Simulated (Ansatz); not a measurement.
# C₈H₁₅NO₂Zr: one species, many methods

The task here is to estimate one member of a computed series from the others.

Computed with Ansatz 0.2.0, Gaussian basis. Level: functionals in def2-TZVPP, the program's frozen cores in correlated methods.

Plan: LDA (SPW92), PBE-D4, revPBE-D4, BLYP-D4, r2SCAN-D4, B97M-V, PBE0-D4, B3LYP-D4, r2SCANh-D4, r2SCAN0-D4, HSE06-D4, BHLYP-D4, CAM-B3LYP-D4, LC-ωPBE, ωB97X-V, ωB97M-V, B2PLYP, PBE-QIDH; CCSD(T)/def2-SVP; CCSD(T)/def2-TZVPP; MP2/def2-QZVPP; extrapolation to the limit; RPA on PBE.

## Structure used throughout

All runs share one geometry, relaxed beforehand with PBE0-D4 in a triple-zeta def2 set. Zr takes the def2 core potential; no spin-orbit term is included.

27 atoms, charge 0, spin multiplicity 1.

Atoms are counted from 1 here; the program's logs count them from 0.

Bond lengths: C1–O2 1.384 Å, C1–H13 1.099 Å, C1–H14 1.097 Å, C1–H15 1.097 Å, O2–Zr3 1.936 Å, Zr3–O4 1.955 Å, Zr3–N5 2.047 Å, Zr3–C8 2.537 Å, Zr3–C9 2.528 Å, Zr3–C10 2.536 Å, Zr3–C11 2.573 Å, Zr3–C12 2.574 Å, O4–H16 0.953 Å, N5–C6 1.438 Å, N5–C7 1.437 Å, C6–H17 1.100 Å, C6–H18 1.094 Å, C6–H19 1.103 Å and more. Angles: O2–C1–H13 111.5°, O2–C1–H14 111.0°, O2–C1–H15 110.5°, H13–C1–H14 108.0°, H13–C1–H15 107.9°, H14–C1–H15 107.8°, C1–O2–Zr3 157.4°, O2–Zr3–O4 110.7°, O2–Zr3–N5 103.1°, O2–Zr3–C8 139.1°, O2–Zr3–C9 119.9°, O2–Zr3–C10 89.5°, O2–Zr3–C11 86.7°, O2–Zr3–C12 114.1°, O4–Zr3–N5 103.7°, O4–Zr3–C8 93.3°, O4–Zr3–C9 124.5°, O4–Zr3–C10 140.2° and more.

The first run:

in.yaml reads:

```yaml
crystal:
  periodic: [false, false, false]
  atoms:
    - {symbol: C, position_ang: [-0.027907, -1.559806, -2.946215]}
    - {symbol: O, position_ang: [-0.499056, -0.969842, -1.786835]}
    - {symbol: Zr, position_ang: [-0.527063, -0.484880, 0.086878]}
    - {symbol: O, position_ang: [-2.071609, -1.279590, 0.984256]}
    - {symbol: N, position_ang: [-0.967243, 1.513728, 0.042359]}
    - {symbol: C, position_ang: [-1.504649, 2.190492, 1.192262]}
    - {symbol: C, position_ang: [-0.481977, 2.425021, -0.957863]}
    - {symbol: C, position_ang: [0.949094, -0.677421, 2.141175]}
    - {symbol: C, position_ang: [1.616862, 0.185898, 1.247274]}
    - {symbol: C, position_ang: [2.007552, -0.572297, 0.124276]}
    - {symbol: C, position_ang: [1.601089, -1.910084, 0.335398]}
    - {symbol: C, position_ang: [0.949008, -1.974552, 1.578536]}
    - {symbol: H, position_ang: [1.021726, -1.867749, -2.842909]}
    - {symbol: H, position_ang: [-0.618267, -2.447604, -3.202430]}
    - {symbol: H, position_ang: [-0.091790, -0.859511, -3.787640]}
    - {symbol: H, position_ang: [-2.394298, -1.955042, 1.573845]}
    - {symbol: H, position_ang: [-2.344795, 2.845131, 0.915705]}
    - {symbol: H, position_ang: [-1.884738, 1.472014, 1.924598]}
    - {symbol: H, position_ang: [-0.753787, 2.822359, 1.696223]}
    - {symbol: H, position_ang: [-1.282002, 3.090458, -1.316110]}
    - {symbol: H, position_ang: [0.328137, 3.070782, -0.578691]}
    - {symbol: H, position_ang: [-0.098367, 1.880514, -1.824822]}
    - {symbol: H, position_ang: [0.515298, -0.397233, 3.090478]}
    - {symbol: H, position_ang: [1.780667, 1.243897, 1.388604]}
    - {symbol: H, position_ang: [2.524109, -0.196562, -0.747487]}
    - {symbol: H, position_ang: [1.746638, -2.732088, -0.350552]}
    - {symbol: H, position_ang: [0.507389, -2.856064, 2.019689]}
basis:
  gaussian: {orbitals: def2-TZVPP}
hamiltonian: {xc: lda}
output: {orbitals: {seedname: orbitals}}
```

Launch:

```
$ ansatz run in.yaml --threads 11 --pin off --events-out ev --progress --plain --max-ram 110592MiB --backend cuda --devices 0, --max-vram 75GiB
```

Steps of the session up to this table: LDA; PBE-D4 (GGA); revPBE-D4 (GGA); BLYP-D4 (GGA); r2SCAN-D4 (meta-GGA); B97M-V (meta-GGA); PBE0-D4 (hybrid); B3LYP-D4 (hybrid); r2SCANh-D4 (hybrid); r2SCAN0-D4 (hybrid); HSE06-D4 (hybrid); BHLYP-D4 (hybrid); CAM-B3LYP-D4 (range-separated); LC-ωPBE (range-separated); ωB97X-V (range-separated); ωB97M-V (range-separated); B2PLYP (double hybrid); PBE-QIDH (double hybrid).

One table of the session follows, with a row left open; its other results are not shown here.

It belongs to the step «Orbital energies across the functionals». 

| functional | HOMO (eV) | gap (eV) |
| --- | --- | --- |
| LDA (SPW92) | -4.73 | 3.54 |
| PBE-D4 | -4.59 | 3.66 |
| revPBE-D4 | ? | ? |
| BLYP-D4 | -4.48 | 3.67 |
| r2SCAN-D4 | -4.78 | 4.03 |
| B97M-V | -4.90 | 4.12 |
| PBE0-D4 | -5.75 | 5.71 |
| B3LYP-D4 | -5.57 | 5.31 |
| r2SCANh-D4 | -5.23 | 4.80 |
| r2SCAN0-D4 | -5.90 | 5.97 |
| HSE06-D4 | -5.36 | 4.95 |
| BHLYP-D4 | -6.85 | 7.54 |
| CAM-B3LYP-D4 | -7.05 | 7.87 |
| LC-ωPBE | -8.31 | 10.11 |
| ωB97X-V | -8.01 | 9.68 |
| ωB97M-V | -7.94 | 9.03 |

Estimate the missing values for revPBE-D4.

The run gave: HOMO (eV): -4.53; gap (eV): 3.71. In the column «HOMO (eV)» it lies between PBE-D4 (-4.59) and BLYP-D4 (-4.48).
